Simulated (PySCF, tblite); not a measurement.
# C₅H₁₁NSSi: geometry, infrared bands, NMR shifts, electronic excitations and core binding energies

Aim: predict the infrared bands, NMR shifts, electronic excitations and core binding energies of C₅H₁₁NSSi (`CC(=S)[C@@H]1CN[SiH2]C1`).

Computed with tblite 0.8.0 and PySCF 2.14.0, with density-fitted response routines of our own, on a single molecule in the gas phase. Atoms count from 0, in the outputs and in this text.

## Step 1: Starting geometry

19 atoms, charge 0, multiplicity 1; geometry from: force field or distance geometry start.

Bonds of the start (Å): C0–C1 1.48, C1–S2 1.44, C1–C3 1.46, C3–C4 1.49, C4–N5 1.46, N5–Si6 1.80, Si6–C7 1.89, C7–C3 1.55, C0–H8 1.11, C0–H9 1.12, C0–H10 1.13, C3–H11 1.10, C4–H12 1.12, C4–H13 1.12, N5–H14 1.03, Si6–H15 1.46, Si6–H16 1.44, C7–H17 1.10, C7–H18 1.10.

## Step 2: Optimising the geometry with GFN2-xTB

The job: settings as JSON, then the geometry in Å.

```
{"job": {"kind": "relax", "xc": "GFN2-xTB", "basis": "xTB"}, "charge": 0, "multiplicity": 1}
C     -2.646700     0.093100    -0.343200
C     -1.507900     0.149700     0.601800
S     -1.736900     0.097500     2.023500
C     -0.127800     0.245300     0.121100
C      0.338800    -0.880500    -0.736400
N      1.630600    -0.522000    -1.307000
Si     2.407600     0.333500     0.079000
C      0.931300     0.185400     1.253100
H     -2.322400     0.034300    -1.400800
H     -3.260900    -0.794300    -0.044700
H     -3.301900     0.998700    -0.150800
H      0.090500     1.188200    -0.408700
H     -0.400400    -1.137100    -1.542800
H      0.481100    -1.773000    -0.077500
H      1.489100     0.115600    -2.106600
H      2.522300     1.756800    -0.208900
H      3.598300    -0.306800     0.580400
H      0.946400    -0.812600     1.716900
H      0.859100     1.037300     1.944100
```

Command:

```bash
$ OMP_NUM_THREADS=1 python probes_run.py task.json out
```

The driver reads the jobs from task.json and runs them one after another.

Log:

```text
step      E/eV     max force
  0    -656.96358   13.683
  1    -657.59185    6.837
  2    -658.06550    3.877
  3    -658.25179    2.731
  4    -658.32889    0.716
  5    -658.38371    0.559
  6    -658.47478    0.587
  7    -658.49761    0.458
  8    -658.54726    0.545
  9    -658.58663    0.833
 10    -658.62530    0.623
 11    -658.64568    0.312
 12    -658.65882    0.239
 13    -658.66960    0.366
 14    -658.67919    0.296
 15    -658.68762    0.225
 16    -658.69562    0.211
 17    -658.70429    0.336
 18    -658.71367    0.330
 19    -658.72166    0.179
 20    -658.72812    0.177
 21    -658.73469    0.198
 22    -658.74233    0.248
 23    -658.75140    0.229
 24    -658.76075    0.380
 25    -658.77234    0.220
 26    -658.78432    0.399
 27    -658.80282    0.357
 28    -658.81566    0.456
 29    -658.82654    0.487
 30    -658.81560    1.235
 31    -658.84079    0.201
 32    -658.84551    0.165
 33    -658.86037    0.519
 34    -658.86633    0.158
 35    -658.87251    0.163
 36    -658.87833    0.157
 37    -658.88095    0.143
 38    -658.88397    0.133
 39    -658.88804    0.128
 40    -658.89060    0.128
 41    -658.89252    0.121
 42    -658.89365    0.105
 43    -658.89463    0.070
 44    -658.89556    0.067
 45    -658.89628    0.074
 46    -658.89698    0.060
 47    -658.89762    0.053
 48    -658.89825    0.054
 49    -658.89882    0.058
 50    -658.89931    0.054
 51    -658.89974    0.051
 52    -658.90017    0.058
 53    -658.90060    0.060
 54    -658.90101    0.056
 55    -658.90140    0.049
 56    -658.90180    0.052
 57    -658.90224    0.054
 58    -658.90273    0.054
 59    -658.90317    0.045
 60    -658.90354    0.049
 61    -658.90387    0.044
 62    -658.90423    0.049
 63    -658.90464    0.060
 64    -658.90508    0.065
 65    -658.90559    0.092
 66    -658.90620    0.102
 67    -658.90695    0.087
 68    -658.90782    0.089
 69    -658.90884    0.121
 70    -658.91016    0.130
 71    -658.91194    0.102
 72    -658.91420    0.145
 73    -658.91663    0.169
 74    -658.91891    0.196
 75    -658.92110    0.231
 76    -658.91471    0.601
 77    -658.92466    0.148
 78    -658.92638    0.123
 79    -658.92895    0.239
 80    -658.93093    0.090
 81    -658.93174    0.079
 82    -658.93400    0.174
 83    -658.93524    0.076
 84    -658.93622    0.066
 85    -658.93681    0.063
 86    -658.93802    0.069
 87    -658.93904    0.064
 88    -658.93989    0.067
 89    -658.94039    0.059
 90    -658.94072    0.084
 91    -658.94112    0.052
 92    -658.94183    0.048
 93    -658.94255    0.065
 94    -658.94321    0.060
 95    -658.94364    0.053
 96    -658.94405    0.050
 97    -658.94454    0.071
 98    -658.94508    0.069
 99    -658.94585    0.081
100    -658.94659    0.066
101    -658.94737    0.065
102    -658.94827    0.079
103    -658.94920    0.097
104    -658.95002    0.096
105    -658.95096    0.113
106    -658.95205    0.094
107    -658.95317    0.077
108    -658.95372    0.084
109    -658.95428    0.072
110    -658.95491    0.120
111    -658.95537    0.090
112    -658.95603    0.052
113    -658.95687    0.045
114    -658.95738    0.059
115    -658.95801    0.048
116    -658.95853    0.049
117    -658.95912    0.054
118    -658.95969    0.054
119    -658.96015    0.063
120    -658.96045    0.062
121    -658.96075    0.037
122    -658.96105    0.041
123    -658.96137    0.042
124    -658.96183    0.040
125    -658.96221    0.036
126    -658.96254    0.039
127    -658.96281    0.036
128    -658.96305    0.042
129    -658.96326    0.036
130    -658.96351    0.043
131    -658.96388    0.043
132    -658.96439    0.073
133    -658.96524    0.083
134    -658.96631    0.080
135    -658.96703    0.055
136    -658.96764    0.084
137    -658.96795    0.074
138    -658.96838    0.038
139    -658.96860    0.033
140    -658.96880    0.024
141    -658.96897    0.032
142    -658.96914    0.034
143    -658.96929    0.034
144    -658.96944    0.032
145    -658.96959    0.033
146    -658.96977    0.035
147    -658.96998    0.034
148    -658.97018    0.031
149    -658.97037    0.034
150    -658.97056    0.030
151    -658.97076    0.031
152    -658.97094    0.036
153    -658.97111    0.035
154    -658.97127    0.043
155    -658.97143    0.054
156    -658.97161    0.043
157    -658.97179    0.059
158    -658.97197    0.035
159    -658.97218    0.032
160    -658.97244    0.038
161    -658.97266    0.033
162    -658.97291    0.041
163    -658.97309    0.029
164    -658.97322    0.030
165    -658.97332    0.023
166    -658.97338    0.015
167    -658.97342    0.014
168    -658.97344    0.011
169    -658.97347    0.009
```

It took 4.7 s on 1 thread of AMD EPYC, shared host; peak memory 0.18 GiB.

Step by step: (not every step is listed)

```tsv
step	energy from step 0 (eV)	largest force (eV/Å)
0	0.0000	13.6828
1	-0.6283	6.8373
2	-1.1019	3.8772
3	-1.2882	2.7306
4	-1.3653	0.7155
5	-1.4201	0.5590
6	-1.5112	0.5869
7	-1.5340	0.4583
8	-1.5837	0.5447
23	-1.7878	0.2291
38	-1.9204	0.1331
53	-1.9370	0.0602
68	-1.9442	0.0892
83	-1.9717	0.0765
98	-1.9815	0.0695
113	-1.9933	0.0447
128	-1.9995	0.0416
143	-2.0057	0.0341
158	-2.0084	0.0349
164	-2.0096	0.0303
165	-2.0097	0.0231
166	-2.0098	0.0152
167	-2.0098	0.0136
168	-2.0099	0.0106
169	-2.0099	0.0091
```

Close pairs (by a distance rule), those that changed most:

```tsv
bond	before (Å)	after (Å)	change (Å)
C1–S2	1.441	1.626	+0.185
N5–Si6	1.805	1.714	-0.090
C0–H10	1.134	1.090	-0.044
C3–C4	1.490	1.529	+0.039
C0–H9	1.120	1.087	-0.033
C4–H12	1.124	1.095	-0.029
C1–C3	1.465	1.493	+0.028
N5–H14	1.032	1.006	-0.027
```

The final coordinates are the input of the step that follows.

## Step 3: Infrared spectrum with GFN2-xTB

The job: settings as JSON, then the geometry in Å.

```
{"job": {"kind": "ir", "xc": "GFN2-xTB", "basis": "xTB"}, "charge": 0, "multiplicity": 1}
C     -2.684516     0.489995     0.336778
C     -1.557301    -0.483420     0.285869
S     -1.734888    -1.994426     0.860677
C     -0.265219     0.024717    -0.261775
C      0.584573    -1.027086    -0.976283
N      1.907507    -0.451501    -1.107903
Si     2.358791     0.584563     0.181296
C      0.591065     0.583825     0.890009
H     -3.026779     0.700679    -0.678121
H     -3.516170     0.091648     0.912380
H     -2.354672     1.432590     0.773100
H     -0.460872     0.842597    -0.962970
H      0.169649    -1.251117    -1.964432
H      0.592885    -1.954670    -0.390730
H      2.540885    -0.991517    -1.672469
H      2.785473     1.878580    -0.354069
H      3.313213     0.063743     1.164765
H      0.523917    -0.085877     1.747555
H      0.222655     1.555928     1.208862
```

Log:

```text
mode    cm-1     km/mol
  1      36.8      2.86
  2      86.0      1.56
  3     113.6      0.81
  4     145.9      2.20
  5     162.8      3.10
  6     231.0      2.43
  7     301.2      1.11
  8     374.2     57.11
  9     429.0     27.02
 10     478.0      2.53
 11     485.2     22.06
 12     509.5      3.17
 13     527.6     70.03
 14     540.0     27.68
 15     670.4    142.89
 16     753.6     60.93
 17     789.8    129.41
 18     792.9      8.92
 19     805.6    210.98
 20     864.0    127.48
 21     916.7     10.39
 22     974.5      7.05
 23     980.4     10.61
 24    1015.4      4.67
 25    1069.0      0.91
 26    1114.2      7.14
 27    1130.7     21.47
 28    1158.3     24.81
 29    1199.5     88.15
 30    1214.1      5.56
 31    1233.7     49.18
 32    1275.8     77.55
 33    1294.2     57.83
 34    1321.4     23.12
 35    1360.7     13.04
 36    1378.4     25.25
 37    1457.0      7.14
 38    1460.3      0.94
 39    1485.0      2.76
 40    1496.3      0.65
 41    2224.9    434.52
 42    2258.0    252.88
 43    2894.0     28.89
 44    2930.3     40.31
 45    2938.1     47.39
 46    2980.3      6.45
 47    2989.6     44.16
 48    3005.4      6.35
 49    3016.1     35.34
 50    3048.3     14.08
 51    3487.0      2.12
```

Run time: 2.6 s. Hardware: 1 thread of AMD EPYC, shared host; peak memory 0.18 GiB.

Which atoms move in the most intense modes:

```tsv
cm⁻¹	km/mol	atoms
670	142.9	H15 42 %, H16 41 %
790	129.4	H18 29 %, C7 24 %, H15 13 %, H17 12 %
806	211.0	H16 34 %, H15 24 %
864	127.5	N5 36 %, Si6 30 %
1200	88.2	H17 26 %, C1 18 %, H18 11 %, H13 11 %
1276	77.5	C1 27 %, C3 19 %, H17 17 %, H11 17 %
2225	434.5	H16 79 %, H15 17 %
2258	252.9	H15 80 %, H16 18 %
```

## Step 4: Optimising the geometry at PBE0-D3(BJ)/def2-SVP

The job: settings as JSON, then the geometry in Å.

```
{"job": {"xc": "PBE0", "basis": "def2-SVP", "d3": "d3bj", "grid": 1, "shake": 0.01, "kind": "geom"}, "charge": 0, "multiplicity": 1}
C     -2.664110     0.464440     0.340960
C     -1.562980    -0.487950     0.283710
S     -1.755090    -1.996750     0.852020
C     -0.231990     0.026970    -0.265300
C      0.581760    -1.033770    -0.986830
N      1.903600    -0.446680    -1.110290
Si     2.368370     0.582560     0.181540
C      0.606520     0.589280     0.884960
H     -3.028610     0.706080    -0.658770
H     -3.518870     0.089210     0.922400
H     -2.363540     1.429670     0.781930
H     -0.455070     0.843510    -0.956270
H      0.141370    -1.240900    -1.974030
H      0.576200    -1.951910    -0.383720
H      2.536440    -1.002280    -1.672210
H      2.784950     1.892640    -0.346590
H      3.315150     0.074860     1.162710
H      0.514660    -0.080040     1.753380
H      0.220510     1.548100     1.211150
```

Log:

```text
step   0  E = -938.64878982  max force = 0.021459
step   1  E = -938.65411243  max force = 0.004743
step   2  E = -938.65441179  max force = 0.002116
step   3  E = -938.65448902  max force = 0.000791
step   4  E = -938.65451048  max force = 0.000484
step   5  E = -938.65453269  max force = 0.000730
step   6  E = -938.65454234  max force = 0.000743
step   7  E = -938.65455462  max force = 0.000406
optimisation converged
```

Run time: 4.6 min. Hardware: 1 thread of AMD EPYC, shared host; peak memory 0.75 GiB.

Relaxation path:

```tsv
step	energy from step 0 (eV)	largest force component (eV/Å)
0	0.0000	1.1035
1	-0.1448	0.2439
2	-0.1530	0.1088
3	-0.1551	0.0407
4	-0.1557	0.0249
5	-0.1563	0.0375
6	-0.1565	0.0382
7	-0.1569	0.0209
```

Distances of close pairs at the start and the end, largest changes first:

```tsv
bond	before (Å)	after (Å)	change (Å)
Si6–H16	1.455	1.500	+0.045
C0–C1	1.457	1.496	+0.039
Si6–H15	1.473	1.498	+0.026
C1–C3	1.529	1.508	-0.021
C3–C7	1.530	1.550	+0.019
N5–Si6	1.716	1.733	+0.018
C7–H18	1.084	1.100	+0.016
C0–H8	1.091	1.104	+0.013
```

The next job starts from the end point, and lists it.

```tsv
at the end point	value
point group (found at 0.08 Å tolerance)	C1
rotational constants (GHz, main isotopes)	2.813, 0.834, 0.750
dipole moment (D)	2.00
```

## Step 5: Shielding tensors: PBE0/pcSseg-1

The job: settings as JSON, then the geometry in Å.

```
{"job": {"kind": "nmr", "xc": "PBE0", "basis": "pcSseg-1"}, "charge": 0, "multiplicity": 1}
C     -3.050225     0.373960     0.854480
C     -1.980235    -0.669625     0.790169
S     -2.236345    -2.197966     1.294282
C     -0.654868    -0.178890     0.264335
C      0.192580    -1.214822    -0.480216
N      1.510576    -0.626963    -0.636636
Si     1.934315     0.467780     0.638899
C      0.209461     0.391990     1.417069
H     -3.340058     0.660406    -0.171814
H     -3.935903     0.012498     1.389805
H     -2.667934     1.290036     1.334876
H     -0.855882     0.653266    -0.435205
H     -0.267880    -1.438621    -1.458476
H      0.189150    -2.156950     0.100314
H      2.145407    -1.104806    -1.261086
H      2.347785     1.824565     0.155534
H      3.002794     0.002495     1.582890
H      0.224216    -0.328354     2.251996
H     -0.175153     1.347297     1.803261
```

With the program's defaults for keys left out, this is: GIAO PBE0/pcSseg-1 NMR shielding, non-relativistic, gas phase.

Log:

```text
coarse grid: 16560 points
cycle   1  E = -938.8570691984  dE =  8.811e-01  |g| = 4.976e-01  |ddm| = 4.040e+00
cycle   2  E = -938.7926929933  dE =  6.438e-02  |g| = 7.340e-01  |ddm| = 1.239e+00
cycle   3  E = -938.9166010418  dE = -1.239e-01  |g| = 1.458e-01  |ddm| = 8.380e-01
cycle   4  E = -938.9213863276  dE = -4.785e-03  |g| = 5.841e-02  |ddm| = 2.208e-01
cycle   5  E = -938.9222659071  dE = -8.796e-04  |g| = 1.710e-02  |ddm| = 9.017e-02
cycle   6  E = -938.9223394399  dE = -7.353e-05  |g| = 3.167e-03  |ddm| = 2.281e-02
cycle   7  E = -938.9223412667  dE = -1.827e-06  |g| = 1.037e-03  |ddm| = 3.609e-03
final grid: 149800 points
cycle   8  E = -938.9708344532  dE = -3.100e-05  |g| = 1.126e-02  |ddm| = 3.449e-02
cycle   9  E = -938.9707559304  dE =  7.852e-05  |g| = 2.015e-02  |ddm| = 3.360e-02
cycle  10  E = -938.9708654711  dE = -1.095e-04  |g| = 2.968e-03  |ddm| = 2.543e-02
cycle  11  E = -938.9708677436  dE = -2.272e-06  |g| = 3.879e-04  |ddm| = 3.324e-03
cycle  12  E = -938.9708677737  dE = -3.014e-08  |g| = 1.386e-04  |ddm| = 5.392e-04
cycle  13  E = -938.9708677777  dE = -3.936e-09  |g| = 3.952e-05  |ddm| = 1.470e-04
cycle  14  E = -938.9708677781  dE = -3.740e-10  |g| = 1.009e-05  |ddm| = 5.928e-05
converged SCF energy = -938.9708677781

GIAO shielding tensors (ppm)
atom      isotropic    diamagn.    paramagn.     s11        s22        s33       span
  0 C      139.455     246.810    -107.355    113.256    124.471    180.638     67.382
  1 C      -97.167     259.140    -356.307   -269.644   -160.762    138.905    408.549
  2 S     -421.133    1057.039   -1478.172  -1591.863   -352.897    681.360   2273.223
  3 C      124.328     250.997    -126.669     94.871    123.368    154.746     59.875
  4 C      130.232     243.107    -112.875    108.807    125.279    156.610     47.803
  5 N      245.470     322.635     -77.166    192.908    232.791    310.711    117.803
  6 Si     372.973     879.334    -506.362    330.360    354.589    433.969    103.610
  7 C      161.270     253.378     -92.108    144.676    145.882    193.252     48.576
  8 H       28.441      28.096       0.345     25.085     27.642     32.596      7.511
  9 H       28.272      27.894       0.378     24.605     27.873     32.338      7.733
 10 H       27.932      28.974      -1.042     24.142     28.591     31.064      6.923
 11 H       28.019      34.927      -6.908     23.273     27.410     33.373     10.100
 12 H       28.365      30.494      -2.129     23.952     27.760     33.383      9.431
 13 H       27.619      30.551      -2.932     21.757     26.310     34.791     13.034
 14 H       31.451      31.050       0.401     21.814     28.167     44.372     22.558
 15 H       26.291      28.543      -2.252     23.054     23.345     32.473      9.419
 16 H       26.263      28.009      -1.746     22.925     23.753     32.110      9.185
 17 H       30.332      31.731      -1.399     26.560     28.825     35.611      9.051
 18 H       29.903      31.603      -1.699     25.379     28.309     36.022     10.644
```

Wall time 96 s (1 thread of AMD EPYC, shared host); peak memory 0.92 GiB.

Shifts follow as δ = σ(reference) − σ, with reference shieldings (ppm) from runs at the same level and on the same kind of geometry: 1H TMS 31.27, 13C TMS 184.4, 29Si TMS 352.0, 15N NH3 265.7, 33S CS2 496. The references are single molecules in the gas phase, so shifts against H2O, NH3, PH3, H3PO4 or CFCl3 are not on the usual liquid scales and can be off by tens of ppm. Atoms listed in one row are averaged.

```tsv
atoms	environment	σ (ppm)	δ (ppm)	δ scaled to CDCl3
C1	thiocarbonyl carbon	-97.2	281.6	269.3
C3	sp3 CH in a ring	124.3	60.1	57.8
C4	sp3 CH2 bonded to N	130.2	54.2	52.1
C0	methyl carbon	139.5	45.0	43.1
C7	sp3 CH2 bonded to Si	161.3	23.1	22.0
H16	hydrogen on a silicon bonded to C, N, in a 5-membered ring	26.26	5.00	–
H15	hydrogen on a silicon bonded to C, N, in a 5-membered ring	26.29	4.98	–
H13	hydrogen on an sp3 CH2 bonded to N	27.62	3.65	3.67
H11	hydrogen on an sp3 CH in a ring	28.02	3.25	3.29
H8, H9, H10	hydrogen on a methyl carbon	28.22	3.05	3.11
H12	hydrogen on an sp3 CH2 bonded to N	28.36	2.90	2.97
H18	hydrogen on an sp3 CH2 bonded to Si	29.90	1.36	1.51
H17	hydrogen on an sp3 CH2 bonded to Si	30.33	0.94	1.10
H14	hydrogen on a nitrogen bonded to C, Si, in a 5-membered ring	31.45	-0.18	–
S2	thione sulfur	-421	917	–
N5	nitrogen bonded to C, Si, H, in a 5-membered ring	245.5	20.2	–
Si6	silicon bonded to C, N, 2 H, in a 5-membered ring	373.0	-21.0	–
```

The scaled column applies a straight-line fit of computed shieldings to shifts measured in CDCl3, with any fitted terms for Cl, Br or S neighbours (root-mean-square error 0.21 ppm for H, 2.0 ppm for C).

Charges from the same density, by scheme (e):

```tsv
atoms	Mulliken	IAO	Hirshfeld	ESP fit
C0	-0.16	-0.42	-0.12	-0.34
C1	-0.29	-0.01	0.07	0.06
S2	-0.06	-0.10	-0.11	-0.22
C3	-0.31	-0.11	-0.03	0.22
C4	0.11	-0.14	-0.03	0.14
N5	-0.67	-0.68	-0.25	-0.80
Si6	0.78	0.88	0.37	0.63
C7	-0.47	-0.54	-0.15	-0.49
```

Mayer bond orders: C0–C1 1.02, C1–S2 1.92, C1–C3 0.95, C3–C4 0.99, C4–N5 0.96, N5–Si6 1.01, Si6–C7 0.90, C7–C3 0.98.

Ring of atoms C3, C4, N5, Si6, C7: NICS(0) -6.7, NICS(1) -3.2, NICS(1)zz -2.4 ppm (means of both faces).

## Step 6: Ultraviolet spectrum: PBE0/def2-SVPD

Settings changed since step 5:

```diff
@@ -1,2 +1,2 @@
-{"job": {"kind": "nmr", "xc": "PBE0", "basis": "pcSseg-1"}, "charge": 0, "multiplicity": 1}
+{"job": {"kind": "uv", "xc": "PBE0", "basis": "def2-SVPD", "ip": true}, "charge": 0, "multiplicity": 1}
 C     -3.050225     0.373960     0.854480
```

With the program's defaults for keys left out, this is: TDDFT PBE0/def2-SVPD, vertical, gas phase, core orbitals frozen in the response.

Log:

```text
coarse grid: 16560 points
cycle   1  E = -938.4906294531  dE =  8.140e-01  |g| = 4.801e-01  |ddm| = 7.055e+00
cycle   2  E = -938.4253453393  dE =  6.528e-02  |g| = 7.143e-01  |ddm| = 2.130e+00
cycle   3  E = -938.5482011022  dE = -1.229e-01  |g| = 1.384e-01  |ddm| = 1.252e+00
cycle   4  E = -938.5527155415  dE = -4.514e-03  |g| = 5.504e-02  |ddm| = 3.418e-01
cycle   5  E = -938.5534919218  dE = -7.764e-04  |g| = 1.776e-02  |ddm| = 1.327e-01
cycle   6  E = -938.5535770268  dE = -8.511e-05  |g| = 2.912e-03  |ddm| = 3.908e-02
cycle   7  E = -938.5535788668  dE = -1.840e-06  |g| = 9.344e-04  |ddm| = 8.540e-03
final grid: 149800 points
cycle   8  E = -938.6587286397  dE = -3.643e-05  |g| = 1.113e-02  |ddm| = 1.886e-01
cycle   9  E = -938.6586460476  dE =  8.259e-05  |g| = 2.018e-02  |ddm| = 5.392e-02
cycle  10  E = -938.6587605337  dE = -1.145e-04  |g| = 2.844e-03  |ddm| = 3.776e-02
cycle  11  E = -938.6587626682  dE = -2.135e-06  |g| = 4.044e-04  |ddm| = 5.423e-03
cycle  12  E = -938.6587627044  dE = -3.613e-08  |g| = 1.455e-04  |ddm| = 1.216e-03
cycle  13  E = -938.6587627090  dE = -4.584e-09  |g| = 4.300e-05  |ddm| = 3.321e-04
cycle  14  E = -938.6587627094  dE = -4.659e-10  |g| = 1.061e-05  |ddm| = 1.164e-04
converged SCF energy = -938.6587627094

Static polarisability (au): isotropic 114.301, principal 93.470 109.792 139.642

Singlet excitations
state   eV       nm        f      main configurations
  1   2.5120    493.6   0.00005   H->L 0.93
  2   3.9031    317.7   0.00314   H-1->L 0.93
  3   5.4366    228.1   0.20149   H-2->L 0.78, H-3->L 0.14
  4   5.5720    222.5   0.01954   H->L+1 0.94
  5   5.6081    221.1   0.02188   H->L+2 0.75, H-1->L+2 0.20
  6   5.8817    210.8   0.05481   H-3->L 0.60, H-4->L 0.14, H-2->L 0.12
  7   6.0766    204.0   0.00400   H-4->L 0.53, H-5->L 0.20, H-3->L 0.16
  8   6.1503    201.6   0.03587   H-1->L+1 0.52, H->L+3 0.23
  9   6.2604    198.0   0.00921   H-1->L+2 0.61, H->L+2 0.20, H-1->L+1 0.11
 10   6.3917    194.0   0.01405   H->L+3 0.45, H->L+4 0.30, H-1->L+1 0.11

Triplet excitations (Tamm-Dancoff, eV): 2.0591 3.2130 3.8571 5.2752
Vertical ionisation energy (delta-SCF) = 7.9053 eV
Vertical electron affinity (delta-SCF) = 0.3346 eV
```

Run time: 8.4 min. Hardware: 1 thread of AMD EPYC, shared host; peak memory 1 GiB.

The orbitals next to the gap, with their largest atomic shares:

```tsv
orbital	eV	atoms
HOMO−3	-9.04	C7 28 %, Si6 19 %, C1 9 %
HOMO−2	-8.03	S2 47 %, C1 25 %, C7 9 %
HOMO−1	-6.92	N5 42 %, S2 16 %, C4 10 %
HOMO	-6.18	S2 58 %, N5 13 %, C1 8 %
LUMO	-2.01	S2 40 %, C1 39 %, C0 5 %
LUMO+1	0.35	Si6 17 %, C0 10 %, S2 9 %
LUMO+2	0.44	Si6 32 %, H14 12 %, H16 10 %
```

With each of the 10 states as a Gaussian band of 0.4 eV half-width at 1/e, the curve within the window shown has maxima at 317 nm (ε 130), 225 nm (ε 11,000) L/(mol cm). Beyond the last state computed it falls off for lack of states. The curve at chosen wavelengths:

nm, ε (L/mol/cm) and a bar:
```
      185        727 ##
      204       5002 ##############
      222      10371 ##############################
      241       5225 ###############
      259        590 ##
      278         39 
      296         78 
      315        126 
      333        103 
      352         51 
      370         19 
      389          5 
      407          2 
      426          1 
      444          1 
      463          2 
      481          2 
      500          2 
      518          2 
      537          2 
      555          1 
      574          1 
      592          1 
      611          0 
      629          0 
      648          0
```

Further results of this job:

```tsv
property	computed
dipole moment (D)	2.24
polarisability (Å³)	16.94
HOMO–LUMO gap (eV)	4.17
−ε(HOMO) (eV)	6.18
```

(Part 1 of 2 ends here.)
